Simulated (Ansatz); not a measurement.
Ge2H8Si, SMILES [GeH3][SiH2][GeH3], a single point from an input written key by key

Computed with the Ansatz DFT code, driven from Python.

The script reads `ge2h8si.yaml`:
```yaml
crystal:
  periodic: [false, false, false]
  atoms:
    - { symbol: Ge, position_ang: [-1.2339, 1.245, -0.6024] }
    - { symbol: Si, position_ang: [-0.4323, -0.8414, -0.3181] }
    - { symbol: Ge, position_ang: [1.5391, -0.6981, 0.8207] }
    - { symbol: H, position_ang: [-2.5499, 1.2161, -1.3895] }
    - { symbol: H, position_ang: [-0.2667, 2.1325, -1.4398] }
    - { symbol: H, position_ang: [-1.5179, 1.9605, 0.7695] }
    - { symbol: H, position_ang: [-0.171, -1.4601, -1.6246] }
    - { symbol: H, position_ang: [-1.3454, -1.6304, 0.4473] }
    - { symbol: H, position_ang: [1.3276, -0.0189, 2.2551] }
    - { symbol: H, position_ang: [2.5749, 0.1604, 0.0435] }
    - { symbol: H, position_ang: [2.1408, -2.1226, 1.0589] }
basis:
  gaussian: { orbitals: def2-SVP }
hamiltonian:
  xc: pbe
output:
  forces: true
```

Notebook, run cell by cell (the value of a cell's last expression is shown):

In [1]:
```python
import ansatz as az
import numpy as np
```

In [2]:
```python
session = az.Session.from_deck("ge2h8si.yaml")
rep = session.plan(threads=1).execute().report

print("reference energy %16.6f eV" % rep["reference_energy_ev"])
print("total energy     %16.6f eV" % rep["free_energy_ev"])
print("occupied orbitals outside the frozen core (up, down):", rep["n_occupied"], " frozen:", rep["n_frozen"], " virtual:", rep["n_virtual"])
symbols = ["Ge", "Si", "Ge", "H", "H", "H", "H", "H", "H", "H", "H"]
state = rep["mean_field"]["state"]
print(f"mean field: {state['energy']['hartree']:.7f} Ha, <S^2> = {abs(state['spin_squared']):.4f}, stability: {state.get('stability', {}).get('kind')}")

print("forces (eV/A)")
for symbol, f in zip(symbols, rep["forces_ev_ang"]):
    print(f"  {symbol:2s} {f[0]:9.4f} {f[1]:9.4f} {f[2]:9.4f}")
charges = rep["charge_distribution"]
dipole = np.array(charges["dipole_moment_e_ang"]) * 4.803205
print("dipole (D): {:.3f} {:.3f} {:.3f}, length {:.3f}".format(*dipole, np.linalg.norm(dipole)))
print("atom  Mulliken   Lowdin")
for symbol, m, l in zip(symbols, charges["mulliken_charges_e"], charges["lowdin_charges_e"]):
    print(f"{symbol:4s} {m:9.3f} {l:8.3f}")
```
```text
reference energy   -121005.421434 eV
total energy       -121005.421434 eV
occupied orbitals outside the frozen core (up, down): [43, 43]  frozen: 0  virtual: [79, 79]
mean field: -4446.8672173 Ha, <S^2> = 0.0000, stability: minimum
forces (eV/A)
  Ge   -0.5684    1.7648   -0.0154
  Si    0.5097   -0.3422   -0.5069
  Ge    1.1460    0.1002    1.2877
  H    -0.3458    0.0295   -0.1398
  H     0.0260   -0.0416    0.1160
  H     0.1016   -0.1420   -0.2789
  H     0.0422   -0.3446   -0.6133
  H    -1.0253   -0.8935    0.7368
  H     0.0912   -0.2836   -0.6117
  H     0.0081   -0.0280    0.0256
  H     0.0148    0.1810    0.0000
dipole (D): -0.181 -0.284 -0.159, length 0.372
atom  Mulliken   Lowdin
Ge       0.082    0.051
Si       0.098    0.162
Ge       0.081    0.049
H       -0.031   -0.037
H       -0.034   -0.030
H       -0.033   -0.027
H       -0.031   -0.036
H       -0.032   -0.040
H       -0.035   -0.027
H       -0.035   -0.032
H       -0.030   -0.033
```

Notes:
- Total energies depend on the basis set; only differences at equal settings carry meaning.
- The geometry is a force-field or estimated start, not a minimum of this method, and the basis set is short of its limit.
- The Löwdin charges here are taken after orthogonalising the functions within each atom; they differ from plain Löwdin charges, and their signs can be unphysical.
- Finished in 3.9 s on 1 thread of Arm Neoverse V2, with other jobs on the host, peak memory 0.22 GiB.
